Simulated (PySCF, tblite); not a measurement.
# propylcyclobutane (C7H14): a rotation path, then NMR shifts on frames, part 2 of 2

tblite 0.8.0 and PySCF 2.14.0. Atoms count from 0. The steps go on from the part before.

## 5. NMR shieldings: image 4, PBE0/pcSseg-1

Job settings and geometry (Å):

```
{"job": {"kind": "nmr", "xc": "PBE0", "basis": "pcSseg-1", "pop": false}, "charge": 0, "multiplicity": 1}
C      3.154200    -0.093100     0.366500
C      1.823300    -0.553600    -0.213300
C      0.649700     0.209900     0.397500
C     -0.700200    -0.209000    -0.188500
C     -1.612100     0.914100    -0.718900
C     -2.795100     0.307500     0.047900
C     -1.820800    -0.620700     0.788000
H      3.170000    -0.244500     1.443400
H      3.978400    -0.649500    -0.072900
H      3.310000     0.965400     0.168600
H      1.829800    -0.402300    -1.295400
H      1.689600    -1.621300    -0.025000
H      0.802500     1.278400     0.226600
H      0.650500     0.052300     1.479400
H     -0.544700    -0.980900    -0.944400
H     -1.717800     0.978900    -1.800200
H     -1.321700     1.890400    -0.334900
H     -3.354600     0.999500     0.673100
H     -3.494500    -0.225300    -0.593100
H     -2.080500    -1.677700     0.795000
H     -1.624900    -0.301700     1.810500
```

Method: GIAO PBE0/pcSseg-1 NMR shielding, non-relativistic, gas phase.

Standard output:

```text
coarse grid: 16288 points
cycle   1  E = -274.6682459111  dE =  6.535e-01  |g| = 4.447e-01  |ddm| = 3.885e+00
cycle   2  E = -274.6560243621  dE =  1.222e-02  |g| = 5.099e-01  |ddm| = 8.826e-01
cycle   3  E = -274.7246420811  dE = -6.862e-02  |g| = 3.189e-02  |ddm| = 4.856e-01
cycle   4  E = -274.7247990987  dE = -1.570e-04  |g| = 1.621e-02  |ddm| = 4.151e-02
cycle   5  E = -274.7248555606  dE = -5.646e-05  |g| = 5.053e-03  |ddm| = 1.750e-02
cycle   6  E = -274.7248617354  dE = -6.175e-06  |g| = 5.429e-04  |ddm| = 4.536e-03
final grid: 153664 points
cycle   7  E = -274.7696434558  dE = -5.459e-05  |g| = 1.017e-02  |ddm| = 3.571e-02
cycle   8  E = -274.7696333239  dE =  1.013e-05  |g| = 1.202e-02  |ddm| = 1.970e-02
cycle   9  E = -274.7696706795  dE = -3.736e-05  |g| = 4.863e-04  |ddm| = 1.080e-02
cycle  10  E = -274.7696707218  dE = -4.232e-08  |g| = 2.258e-04  |ddm| = 6.236e-04
cycle  11  E = -274.7696707339  dE = -1.213e-08  |g| = 3.631e-05  |ddm| = 2.095e-04
cycle  12  E = -274.7696707342  dE = -3.075e-10  |g| = 7.618e-06  |ddm| = 3.956e-05
converged SCF energy = -274.7696707342

GIAO shielding tensors (ppm)
atom      isotropic    diamagn.    paramagn.     s11        s22        s33       span
  0 C      169.386     244.867     -75.481    157.614    162.391    188.153     30.539
  1 C      157.474     247.948     -90.474    139.064    159.268    174.088     35.023
  2 C      137.198     248.211    -111.014    117.252    119.955    174.385     57.133
  3 C      151.461     245.095     -93.634    142.157    146.397    165.831     23.674
  4 C      154.704     248.881     -94.176    132.663    150.825    180.625     47.962
  5 C      170.348     253.721     -83.373    159.243    169.325    182.476     23.233
  6 C      155.246     249.183     -93.937    134.047    151.042    180.648     46.601
  7 H       30.896      28.819       2.077     26.733     29.250     36.706      9.973
  8 H       30.535      26.908       3.626     25.820     27.741     38.043     12.223
  9 H       30.885      28.947       1.938     26.758     29.243     36.654      9.896
 10 H       30.470      32.399      -1.929     25.622     30.947     34.842      9.221
 11 H       30.446      32.233      -1.787     25.637     30.835     34.867      9.230
 12 H       30.292      34.058      -3.766     25.984     32.311     32.579      6.595
 13 H       30.210      33.903      -3.693     26.010     32.091     32.530      6.520
 14 H       29.774      33.740      -3.966     25.705     31.062     32.555      6.849
 15 H       29.327      31.131      -1.804     26.070     27.145     34.767      8.698
 16 H       30.022      32.030      -2.008     26.959     29.425     33.683      6.724
 17 H       29.889      29.625       0.264     26.131     26.834     36.701     10.571
 18 H       29.801      30.161      -0.360     26.921     27.004     35.477      8.556
 19 H       29.332      31.029      -1.697     26.081     27.103     34.811      8.730
 20 H       30.001      31.913      -1.912     26.936     29.257     33.809      6.873
```

Wall time 23 s (1 thread of Arm Neoverse V2, shared host); peak memory 0.9 GiB.

This run: δ C2 49.7, C3 35.5, C4 32.2, C6 31.7, H15 2.39, H19 2.39 ppm.

## 6. Shielding tensors: image 6, PBE0/pcSseg-1

Job settings and geometry (Å):

```
{"job": {"kind": "nmr", "xc": "PBE0", "basis": "pcSseg-1", "pop": false}, "charge": 0, "multiplicity": 1}
C      3.138900    -0.005100     0.300200
C      1.806800    -0.421000    -0.310000
C      0.628300     0.022400     0.555800
C     -0.717800    -0.353500    -0.057000
C     -1.478600     0.755200    -0.809600
C     -2.754500     0.394200    -0.035800
C     -1.921700    -0.499800     0.895100
H      3.251500    -0.439200     1.291100
H      3.968000    -0.339400    -0.318800
H      3.194300     1.077300     0.393800
H      1.711500     0.012400    -1.308000
H      1.778400    -1.508300    -0.415800
H      0.673500     1.105600     0.692900
H      0.724100    -0.436600     1.543900
H     -0.598500    -1.248600    -0.670900
H     -1.529200     0.660200    -1.892200
H     -1.105000     1.747300    -0.560800
H     -3.269700     1.223300     0.444100
H     -3.473600    -0.161000    -0.634800
H     -2.290600    -1.514500     1.034100
H     -1.745000    -0.054100     1.872500
```

Level: GIAO PBE0/pcSseg-1 NMR shielding, non-relativistic, gas phase.

Standard output:

```text
coarse grid: 16288 points
cycle   1  E = -274.6700810558  dE =  6.515e-01  |g| = 4.447e-01  |ddm| = 3.888e+00
cycle   2  E = -274.6577127541  dE =  1.237e-02  |g| = 5.104e-01  |ddm| = 8.825e-01
cycle   3  E = -274.7264721666  dE = -6.876e-02  |g| = 3.259e-02  |ddm| = 4.863e-01
cycle   4  E = -274.7266380526  dE = -1.659e-04  |g| = 1.641e-02  |ddm| = 4.260e-02
cycle   5  E = -274.7266960409  dE = -5.799e-05  |g| = 5.081e-03  |ddm| = 1.768e-02
cycle   6  E = -274.7267022698  dE = -6.229e-06  |g| = 5.527e-04  |ddm| = 4.601e-03
final grid: 153664 points
cycle   7  E = -274.7722396381  dE = -5.257e-05  |g| = 1.029e-02  |ddm| = 3.696e-02
cycle   8  E = -274.7722291509  dE =  1.049e-05  |g| = 1.220e-02  |ddm| = 2.016e-02
cycle   9  E = -274.7722676449  dE = -3.849e-05  |g| = 4.984e-04  |ddm| = 1.094e-02
cycle  10  E = -274.7722676903  dE = -4.544e-08  |g| = 2.220e-04  |ddm| = 6.117e-04
cycle  11  E = -274.7722677020  dE = -1.169e-08  |g| = 3.729e-05  |ddm| = 2.143e-04
cycle  12  E = -274.7722677023  dE = -3.187e-10  |g| = 8.057e-06  |ddm| = 4.160e-05
converged SCF energy = -274.7722677023

GIAO shielding tensors (ppm)
atom      isotropic    diamagn.    paramagn.     s11        s22        s33       span
  0 C      169.420     244.885     -75.465    157.693    162.533    188.033     30.340
  1 C      158.788     247.740     -88.952    141.009    162.441    172.914     31.905
  2 C      138.170     248.463    -110.293    119.910    123.993    170.606     50.696
  3 C      150.859     245.829     -94.970    139.603    149.374    163.600     23.996
  4 C      154.870     248.193     -93.323    133.067    151.987    179.555     46.488
  5 C      170.145     253.663     -83.518    159.499    168.301    182.636     23.137
  6 C      157.986     249.636     -91.650    141.165    150.480    182.312     41.147
  7 H       30.848      28.702       2.146     26.760     29.110     36.674      9.914
  8 H       30.509      26.971       3.538     25.795     27.707     38.024     12.229
  9 H       30.878      29.050       1.828     26.618     29.319     36.696     10.077
 10 H       30.392      32.566      -2.173     25.494     31.287     34.396      8.901
 11 H       30.585      32.168      -1.583     25.560     30.741     35.455      9.895
 12 H       30.422      34.026      -3.604     26.537     32.000     32.730      6.193
 13 H       30.276      33.651      -3.375     26.016     31.363     33.448      7.432
 14 H       29.696      33.751      -4.055     25.744     31.074     32.269      6.525
 15 H       29.315      31.251      -1.936     25.864     27.381     34.699      8.835
 16 H       30.080      32.095      -2.015     26.927     29.584     33.727      6.800
 17 H       29.879      29.685       0.193     26.133     26.841     36.662     10.529
 18 H       29.765      30.188      -0.423     26.809     26.998     35.487      8.678
 19 H       29.496      30.855      -1.360     26.195     26.984     35.309      9.114
 20 H       29.994      31.687      -1.693     26.902     29.135     33.945      7.043
```

Run time: 23 s. Hardware: 1 thread of Arm Neoverse V2, shared host; peak memory 0.9 GiB.

In short: δ C2 48.8, C3 36.1, C4 32.1, C6 28.9, H15 2.40, H19 2.22 ppm.

## 7. NMR shieldings: image 8, PBE0/pcSseg-1

Job settings and geometry (Å):

```
{"job": {"kind": "nmr", "xc": "PBE0", "basis": "pcSseg-1", "pop": false}, "charge": 0, "multiplicity": 1}
C      3.090200     0.082900     0.262300
C      1.739500    -0.251900    -0.358300
C      0.611100    -0.183300     0.668700
C     -0.742100    -0.503000     0.053700
C     -1.346200     0.554900    -0.889000
C     -2.671500     0.468300    -0.117800
C     -1.970100    -0.355700     0.972000
H      3.329500    -0.621500     1.056200
H      3.878300     0.037900    -0.486000
H      3.078200     1.084100     0.688100
H      1.528300     0.446100    -1.171400
H      1.775600    -1.256500    -0.786300
H      0.580700     0.818500     1.104500
H      0.813600    -0.891200     1.477100
H     -0.705100    -1.487600    -0.417000
H     -1.389100     0.289400    -1.943300
H     -0.862200     1.524700    -0.788600
H     -3.100600     1.415500     0.202900
H     -3.433000    -0.098600    -0.649500
H     -2.464500    -1.279900     1.264800
H     -1.749500     0.223800     1.866700
```

Level: GIAO PBE0/pcSseg-1 NMR shielding, non-relativistic, gas phase.

Standard output:

```text
coarse grid: 16288 points
cycle   1  E = -274.6730317458  dE =  6.560e-01  |g| = 4.444e-01  |ddm| = 3.892e+00
cycle   2  E = -274.6603942054  dE =  1.264e-02  |g| = 5.114e-01  |ddm| = 8.819e-01
cycle   3  E = -274.7293204513  dE = -6.893e-02  |g| = 3.399e-02  |ddm| = 4.886e-01
cycle   4  E = -274.7295049067  dE = -1.845e-04  |g| = 1.669e-02  |ddm| = 4.451e-02
cycle   5  E = -274.7295648929  dE = -5.999e-05  |g| = 5.160e-03  |ddm| = 1.792e-02
cycle   6  E = -274.7295713001  dE = -6.407e-06  |g| = 5.718e-04  |ddm| = 4.774e-03
final grid: 153664 points
cycle   7  E = -274.7754601393  dE = -5.388e-05  |g| = 1.017e-02  |ddm| = 3.547e-02
cycle   8  E = -274.7754496325  dE =  1.051e-05  |g| = 1.211e-02  |ddm| = 1.990e-02
cycle   9  E = -274.7754875280  dE = -3.790e-05  |g| = 5.083e-04  |ddm| = 1.090e-02
cycle  10  E = -274.7754875762  dE = -4.823e-08  |g| = 2.201e-04  |ddm| = 6.315e-04
cycle  11  E = -274.7754875876  dE = -1.138e-08  |g| = 4.060e-05  |ddm| = 2.118e-04
cycle  12  E = -274.7754875880  dE = -3.835e-10  |g| = 8.624e-06  |ddm| = 4.908e-05
converged SCF energy = -274.7754875880

GIAO shielding tensors (ppm)
atom      isotropic    diamagn.    paramagn.     s11        s22        s33       span
  0 C      169.626     244.797     -75.172    158.233    162.704    187.940     29.707
  1 C      162.041     247.852     -85.812    148.114    165.912    172.096     23.982
  2 C      140.382     248.729    -108.347    119.990    134.134    167.021     47.032
  3 C      150.599     246.918     -96.320    137.370    152.709    161.717     24.347
  4 C      158.444     248.285     -89.840    143.469    151.987    179.877     36.408
  5 C      169.715     253.170     -83.455    159.432    167.314    182.399     22.966
  6 C      158.613     249.972     -91.360    145.822    148.632    181.384     35.561
  7 H       30.787      28.556       2.230     26.628     28.914     36.819     10.191
  8 H       30.468      27.133       3.335     25.759     27.659     37.985     12.226
  9 H       30.867      29.084       1.783     26.552     29.329     36.718     10.166
 10 H       30.421      32.819      -2.398     25.250     31.864     34.149      8.899
 11 H       30.722      32.237      -1.515     25.379     30.820     35.966     10.587
 12 H       30.686      33.918      -3.232     26.854     31.723     33.482      6.628
 13 H       30.234      33.208      -2.974     26.073     30.381     34.250      8.177
 14 H       29.534      33.546      -4.012     25.984     30.069     32.550      6.566
 15 H       29.559      31.489      -1.930     25.745     27.784     35.147      9.401
 16 H       30.162      32.303      -2.140     26.708     30.081     33.698      6.990
 17 H       29.876      29.761       0.115     26.140     26.799     36.690     10.550
 18 H       29.718      30.194      -0.476     26.630     27.041     35.483      8.853
 19 H       29.553      30.622      -1.069     26.130     26.895     35.635      9.504
 20 H       30.047      31.561      -1.514     26.904     29.140     34.096      7.191
```

Wall time 23 s (1 thread of Arm Neoverse V2, shared host); peak memory 0.9 GiB.

In short: δ C2 46.5, C3 36.3, C4 28.5, C6 28.3, H14 2.18, H19 2.16 ppm.

## 8. Run by run: NMR shifts

Shifts (ppm) of some atoms, chosen among heavy atoms and hydrogens apart, with basis size and wall time:

| frame | C2 | C3 | C4 | C6 | C1 | H12 | H13 | functions | time |
| --- | --- | --- | --- | --- | --- | --- | --- | --- | --- |
| image 0 | 46.4 | 36.7 | 28.4 | 28.3 | 25.0 | 1.44 | 1.07 | 189 | 24 s |
| image 2 | 48.4 | 36.4 | 29.2 | 31.3 | 28.1 | 1.36 | 1.33 | 189 | 24 s |
| image 4 | 49.7 | 35.5 | 32.2 | 31.7 | 29.5 | 1.43 | 1.51 | 189 | 23 s |
| image 6 | 48.8 | 36.1 | 32.1 | 28.9 | 28.1 | 1.29 | 1.44 | 189 | 23 s |
| image 8 | 46.5 | 36.3 | 28.5 | 28.3 | 24.9 | 1.03 | 1.48 | 189 | 23 s |

## 9. What came out

The summary covers parts 1 to 2.

```
                                       quantity                                                                                   value
                                        barrier                                                      0.105 eV (2.4 kcal/mol) at image 4
                          end to end (GFN2-xTB)                                                                               -0.001 eV
13C shifts against TMS (PBE0/pcSseg-1, image 0)                                            46.4, 36.7, 28.4, 28.3, 25.0, 17.3, 17.3 ppm
 1H shifts against TMS (PBE0/pcSseg-1, image 0)  2.19, 2.15, 2.15, 1.99, 1.83, 1.67, 1.57, 1.44, 1.33, 1.25, 1.07, 0.98, 0.92, 0.87 ppm
                       range of the shift of C1                                                                        24.9 to 29.5 ppm
```

Along the band the dihedral turns by 113°, and the top (dihedral 128°) lies 2.4 kcal/mol above the start (GFN2-xTB, rough), so at room temperature this motion is fast. The top was not checked by a frequency run. Shifts at one fixed geometry are not the observed spectrum, which averages over the motion. In the first frame run (image 0): The largest span, 47 ppm, is at C2, where the paramagnetic term is -108 ppm. Across the 5 runs the shift of C1 moves most, between 24.9 (image 8) and 29.5 ppm (image 4).
